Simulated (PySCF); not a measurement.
# Br4Ti: the cost of one run

Program: PySCF 2.14.0. Level of theory: levels as typed in each script, gas phase, geometry from GFN2-xTB. These are calculated values, not measurements.

### Step 1. Starting geometry

SMILES `Br[Ti](Br)(Br)Br`, 5 atoms, charge 0, spin multiplicity 1.

Bond lengths: Br1–Ti2 2.343 Å, Ti2–Br3 2.343 Å, Ti2–Br4 2.343 Å, Ti2–Br5 2.343 Å. Angles: Br1–Ti2–Br3 109.5°, Br1–Ti2–Br4 109.5°, Br1–Ti2–Br5 109.5°, Br3–Ti2–Br4 109.5°, Br3–Ti2–Br5 109.5°, Br4–Ti2–Br5 109.5°.

Coordinates:

```xyz
5

Br   -1.3526    1.8713   -0.3958
Ti   -0.0002    0.0000    0.0000
Br   -1.3526   -1.8714    0.3958
Br    1.3527    0.3958    1.8713
Br    1.3526   -0.3959   -1.8713
```

### Step 2. Density, bond paths and surface potential (wB97X/def2-tzvp)

Input file input.py:

```python
import numpy as np
from pyscf import gto, scf, dft
from pyscf.scf import atom_ks, atom_hf
from scipy.linalg import block_diag

def solve(mol, dm0=None, hcore=None):
    mf = (dft.UKS if mol.spin else dft.RKS)(mol, xc='wb97x')
    mf.grids.level = 3
    mf = mf.density_fit(auxbasis='def2-universal-jkfit')
    mf.conv_tol, mf.max_cycle = 1e-8, 80
    if hcore is not None:
        mf.get_hcore = lambda *args: hcore
    mf.kernel(dm0)
    if not mf.converged:
        mf = mf.newton().run(mf.mo_coeff, mf.mo_occ, max_cycle=30)
    assert mf.converged, 'SCF not converged'
    return mf

mol = gto.M(atom='''
Br    -1.35261     1.87133    -0.39583
Ti    -0.00017     0.00004    -0.00004
Br    -1.35259    -1.87135     0.39585
Br     1.35266     0.39585     1.87128
Br     1.35265    -0.39586    -1.87128
''', basis='def2-tzvp', charge=0, spin=0, verbose=4)
mf = solve(mol)
mf.analyze()
# spherically averaged free atoms, for the promolecule
atm = atom_ks.get_atm_nrks(mol, xc='wb97x')
pro = block_diag(*[(atm[a[0]][2] * atm[a[0]][3]) @ atm[a[0]][2].T for a in mol._atom])
np.savez('result.npz', e=mf.e_tot, c=mf.mo_coeff, occ=mf.mo_occ, eps=mf.mo_energy, pro=pro, dip=mf.dip_moment(verbose=0), s2=mf.spin_square()[0])
```

On the command line:

```sh
$ OMP_NUM_THREADS=1 python input.py
```

Q: Estimate wall time and peak memory on 1 thread of Intel Xeon 6975P-C (Granite Rapids), shared host.

About 44 s, with a peak of 1.1 GiB.
